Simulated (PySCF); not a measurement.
# From one method to the next for SnCl⁺

What do other methods print for SnCl⁺?

Method: each script names its method and basis; program: PySCF 2.14.0.

1 further run of the same task is left out (it didn't finish).

### 1 Starting geometry

SnCl⁺: 2 atoms, charge 1, spin multiplicity 1.

Bond lengths: Sn1–Cl2 2.541 Å.

### 2 The base run

The input, input.py:

```python
from pyscf import gto, dft
from pyscf.prop.polarizability import uhf as pol

mol = gto.M(
    atom='Sn 0 0 0; Cl 0 0 2.541',
    basis='def2-svpd',
    ecp={'Sn': 'def2-svpd'},
    charge=1,
    spin=0,
    verbose=3,
)
mf = dft.UKS(mol, xc='b3lyp')
mf.kernel()
print('polarizability (a.u.)')
print(pol.Polarizability(mf).polarizability().round(4))
mf.dip_moment()
print('orbital energies (hartree):', [e[max(0, n-3):n+3].round(4) for e, n in zip(mf.mo_energy, mol.nelec)])
```

Started as:

```sh
OMP_NUM_THREADS=1 python input.py
```

### 3 Pw91

Edit 1 changes functional: b3lyp → pw91.

input.py: that of step 2 with these lines changed.

```diff
@@ -11,3 +11,3 @@
 )
-mf = dft.UKS(mol, xc='b3lyp')
+mf = dft.UKS(mol, xc='pw91')
 mf.kernel()
```

### 4 Hse06

Edit 2 changes functional: b3lyp → hse06.

input.py: that of step 2 with these lines changed.

```diff
@@ -11,3 +11,3 @@
 )
-mf = dft.UKS(mol, xc='b3lyp')
+mf = dft.UKS(mol, xc='hse06')
 mf.kernel()
```

### 5 Tpss

Edit 3 changes functional: b3lyp → tpss.

input.py: that of step 2 with these lines changed.

```diff
@@ -11,3 +11,3 @@
 )
-mf = dft.UKS(mol, xc='b3lyp')
+mf = dft.UKS(mol, xc='tpss')
 mf.kernel()
```

**Question.** What will these runs give? Wanted: for each run, E(SCF); from base; after the SCF.

**Answer**, as computed:

```
  run  E(SCF) (hartree)  from base (eV)      after the SCF
 base       -674.207097               0  mean α 45.6 bohr³
 pw91       -674.192729  not comparable  mean α 46.4 bohr³
hse06       -673.987318  not comparable  mean α 45.4 bohr³
 tpss       -674.054356  not comparable  mean α 46.3 bohr³
```

What this shows: Total energies of different functionals can't be compared with each other; differences within one functional can.
